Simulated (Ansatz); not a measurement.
**CHF5OSn: one species, many methods**

One table from this session's results is given with a row withheld; the runs are named, their logs left out.

Method: functionals in def2-TZVPP, the program's frozen cores in correlated methods; program: Ansatz 0.2.0, Gaussian basis.

Levels to be run: PBE-D4, r2SCAN-D4, PBE0-D4, B3LYP-D4, ωB97X-V, ωB97M-V, B2PLYP; CCSD(T)/def2-TZVPP; MP2/def2-QZVPP; extrapolation to the limit.

## The relaxed structure

An earlier PBE0-D4 in a triple-zeta def2 set relaxation fixed the geometry. Sn takes the def2 core potential; no spin-orbit term is included.

SMILES `[F][SnH]([F])[O]C(F)(F)F`, 9 atoms, charge 0, spin multiplicity 1.

Atoms are counted from 1 here; the program's logs count them from 0.

Bond lengths: F1–Sn2 1.890 Å, Sn2–F3 1.890 Å, Sn2–O4 1.962 Å, Sn2–H9 1.680 Å, O4–C5 1.330 Å, C5–F6 1.332 Å, C5–F7 1.350 Å, C5–F8 1.331 Å. Angles: F1–Sn2–F3 105.5°, F1–Sn2–O4 107.5°, F1–Sn2–H9 113.7°, F3–Sn2–O4 107.5°, F3–Sn2–H9 113.8°, O4–Sn2–H9 108.5°, Sn2–O4–C5 124.3°, O4–C5–F6 111.3°, O4–C5–F7 111.8°, O4–C5–F8 111.2°, F6–C5–F7 107.3°, F6–C5–F8 107.6°, F7–C5–F8 107.4°.

Set-up of the first run:

The input, in.yaml:

```yaml
crystal:
  periodic: [false, false, false]
  atoms:
    - {symbol: F, position_ang: [-2.416383, -0.038441, 0.382372]}
    - {symbol: Sn, position_ang: [-1.030826, -0.914939, -0.557579]}
    - {symbol: F, position_ang: [-0.468977, -2.323194, 0.570491]}
    - {symbol: O, position_ang: [0.464087, 0.345792, -0.714895]}
    - {symbol: C, position_ang: [1.066462, 0.927511, 0.318276]}
    - {symbol: F, position_ang: [2.356174, 0.600769, 0.371941]}
    - {symbol: F, position_ang: [0.510355, 0.564050, 1.492923]}
    - {symbol: F, position_ang: [0.989876, 2.253972, 0.235850]}
    - {symbol: H, position_ang: [-1.470756, -1.415520, -2.099379]}
basis:
  gaussian: {orbitals: def2-TZVPP}
hamiltonian: {xc: pbe, dispersion: d4}
output: {forces: true, orbitals: {seedname: orbitals}}
```

The run is started by

```bash
ansatz run in.yaml --threads 2 --pin off --events-out ev --progress --plain --max-ram 22528MiB --backend cuda --devices 0, --max-vram 18GiB
```

Among the steps run: PBE-D4 (GGA); r2SCAN-D4 (meta-GGA); PBE0-D4 (hybrid); B3LYP-D4 (hybrid); ωB97X-V (range-separated); ωB97M-V (range-separated); B2PLYP (double hybrid); CCSD(T) in def2-TZVPP; MP2 in def2-QZVPP.

One of the session's tables, all rows but one given; the rest of the session is left out.

```
            method  atomisation energy (eV)
            PBE-D4                   36.346
         r2SCAN-D4                   35.114
           PBE0-D4                   34.590
          B3LYP-D4                   34.305
           ωB97X-V                   35.152
           ωB97M-V                   34.917
            B2PLYP                   34.239
     HF/def2-TZVPP                   22.475
    MP2/def2-TZVPP                   35.586
   CCSD/def2-TZVPP                        ?
CCSD(T)/def2-TZVPP                   33.782
           MP2/CBS                   36.941
       CCSD(T)/CBS                   35.137
```

Estimate the missing values for CCSD/def2-TZVPP.

The run gave: atomisation energy (eV): 32.871. In the column «atomisation energy (eV)» it lies between HF/def2-TZVPP (22.475) and CCSD(T)/def2-TZVPP (33.782).
